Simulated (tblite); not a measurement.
# C4H9NSi2: the cost of one run

Computed with tblite 0.8.0 and PySCF 2.14.0, with density-fitted response routines of our own, on a single molecule, in the gas phase or a continuum. Atoms count from 0, in the outputs and in this text.

**1. The molecule as given**

16 atoms, charge 0, multiplicity 1; geometry from: force field or distance geometry start.

Bonds of the start (Å): N0–C1 1.16, C1–C2 1.47, C2–Si3 1.85, Si3–C4 1.88, C4–Si5 1.90, Si5–C6 1.91, C6–Si3 1.90, C2–H7 1.09, C2–H8 1.09, Si3–H9 1.49, C4–H10 1.10, C4–H11 1.09, Si5–H12 1.49, Si5–H13 1.48, C6–H14 1.08, C6–H15 1.11.

**2. Optimising the geometry with GFN2-xTB**

What the job is given:

```
{"job": {"kind": "relax", "xc": "GFN2-xTB", "basis": "xTB"}, "charge": 0, "multiplicity": 1}
N      3.784000     0.767600    -0.924900
C      2.911500     0.122400    -0.506800
C      1.846900    -0.723100     0.040600
Si     0.348300     0.257500     0.497800
C     -0.616200     0.872000    -0.993200
Si    -2.185100     0.407900    -0.024300
C     -1.122500    -0.884800     0.888000
H      1.578000    -1.472300    -0.704500
H      2.216000    -1.270800     0.910900
H      0.562300     1.275900     1.560900
H     -0.475200     0.273200    -1.904300
H     -0.510000     1.933600    -1.219700
H     -2.658900     1.497400     0.880400
H     -3.241600    -0.191200    -0.862100
H     -1.087800    -1.845500     0.386700
H     -1.357300    -1.010800     1.962900
```

On the command line:

```bash
$ OMP_NUM_THREADS=1 python probes_run.py task.json out
```

This one command runs all jobs of the session in turn.

Q: Estimate the wall time and peak memory of this first job on 1 thread of Intel Xeon at 2.70GHz, shared host.

About 1 s, with a peak of 0.18 GiB.
